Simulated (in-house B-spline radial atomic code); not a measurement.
# Ni⁶⁺: excited configurations

Aim: the energies of several excited configurations of Ni⁶⁺ above a reference configuration, each from its own self-consistent run.

The numbers are computed with in-house B-spline radial atomic code version 1 (Dirac-Hartree-Fock, average of configuration, Fermi nucleus, basis-set limit), except any that are marked as measured or tabulated.

## (1) The system

* element: nickel (Z = 28)
* charge: +6
* electrons: 22
* configuration: [Ar] 3d4
* Hamiltonian: Dirac-Coulomb
* nucleus: Fermi, rms radius 3.776 fm

The outer shells:

[Ar] 3d4
```
[Ar] core
3d [↑ ][↑ ][↑ ][↑ ][  ]
```

The boxes draw the filling by Hund's rule, which heavy ions in jj coupling don't follow; these runs average over all states of the configuration.

Settings, as recorded:

```ini
Z = 28
electrons = 22.0
configuration = [Ar] 3d4
hamiltonian = dirac
method = hf
spin_polarised = False
nucleus = fermi
rms_radius = 3.7757
mass_number = 58
atomic_mass = 57.93534165
speed_of_light = 137.035999084
```

From the earlier run of the reference: total energy -1508.496305 hartree. Levels, eight at most:

```csv
orbital,occupation,energy (eV),<r> (bohr)
2s1/2,2,-1176.21,0.2433
2p1/2,2,-1036.90,0.2126
2p3/2,4,-1019.19,0.2157
3s1/2,2,-249.77,0.7095
3p1/2,2,-203.07,0.7262
3p3/2,4,-200.45,0.7335
3d3/2,1.6,-132.66,0.7531
3d5/2,2.4,-132.32,0.7555
```

## (2) Configuration [Ne] 3s2 3p5 3d4 5d1

Settings, as recorded:

```ini
Z = 28
electrons = 22.0
configuration = [Ne] 3s2 3p5 3d4 5d1
hamiltonian = dirac
method = hf
spin_polarised = False
nucleus = fermi
rms_radius = 3.7757
mass_number = 58
atomic_mass = 57.93534165
speed_of_light = 137.035999084
```

## (3) Run with [Ne] 3s2 3p5 3d4 6g1

Settings: those of step 2 with these lines changed.

```diff
@@ -2,3 +2,3 @@
 electrons = 22.0
-configuration = [Ne] 3s2 3p5 3d4 5d1
+configuration = [Ne] 3s2 3p5 3d4 6g1
 hamiltonian = dirac
```

## (4) Configuration [Ne] 3s2 3p5 3d4 7f1

Settings: those of step 3 with these lines changed.

```diff
@@ -2,3 +2,3 @@
 electrons = 22.0
-configuration = [Ne] 3s2 3p5 3d4 6g1
+configuration = [Ne] 3s2 3p5 3d4 7f1
 hamiltonian = dirac
```

## (5) Configuration [Ar] 3d3 7d1

Settings: those of step 4 with these lines changed.

```diff
@@ -2,3 +2,3 @@
 electrons = 22.0
-configuration = [Ne] 3s2 3p5 3d4 7f1
+configuration = [Ar] 3d3 7d1
 hamiltonian = dirac
```

## (6) [Ar] 3d3 6p1

Settings: those of step 5 with these lines changed.

```diff
@@ -2,3 +2,3 @@
 electrons = 22.0
-configuration = [Ar] 3d3 7d1
+configuration = [Ar] 3d3 6p1
 hamiltonian = dirac
```

## (7) [Ne] 3s2 3p5 3d4 4d1

Settings: those of step 6 with these lines changed.

```diff
@@ -2,3 +2,3 @@
 electrons = 22.0
-configuration = [Ar] 3d3 6p1
+configuration = [Ne] 3s2 3p5 3d4 4d1
 hamiltonian = dirac
```

**Question.** How far above the reference does each configuration lie (order and size, in eV)?

The runs gave:

| net move | configuration | energy above the reference (eV) | with Breit, QED, recoil (eV) | largest <r> (bohr) |
| --- | --- | --- | --- | --- |
| 3d → 6p | [Ar] 3d3 6p1 | 104.13 | 104.14 | 5.35 |
| 3d → 7d | [Ar] 3d3 7d1 | 114.42 | 114.44 | 8.58 |
| 3p → 4d | [Ne] 3s2 3p5 3d4 4d1 | 142.73 | 142.63 | 2.17 |
| 3p → 5d | [Ne] 3s2 3p5 3d4 5d1 | 165.62 | 165.53 | 3.87 |
| 3p → 6g | [Ne] 3s2 3p5 3d4 6g1 | 180.60 | 180.51 | 6.27 |
| 3p → 7f | [Ne] 3s2 3p5 3d4 7f1 | 185.20 | 185.11 | 9.36 |

Quantum defects of the promoted electron, δ = n − ζ/√(−2ε) with ζ = 7 and ε its orbital energy in hartree:

| promotion | δ |
| --- | --- |
| 3d → 6p | 0.956 |
| 3d → 7d | 0.527 |
| 3p → 4d | 0.563 |
| 3p → 5d | 0.541 |
| 3p → 6g | 0.004 |
| 3p → 7f | 0.084 |

The energies run from 104.13 eV (3d → 6p) to 185.20 eV (3p → 7f). 4 of them lie more than 2 % above the ionisation threshold that Koopmans' theorem gives (132.32 eV), where such states can decay by emitting an electron. Of those tabulated, the defect is largest for 6p (0.96) and least for 6g (0.00): low angular momentum penetrates the core, high angular momentum stays outside it. Two partly filled shells share a symmetry and can mix in the average, which may lower the energy, for: 3d → 7d; 3p → 4d; 3p → 5d. These are averages over configurations, without correlation, not spectroscopic levels.
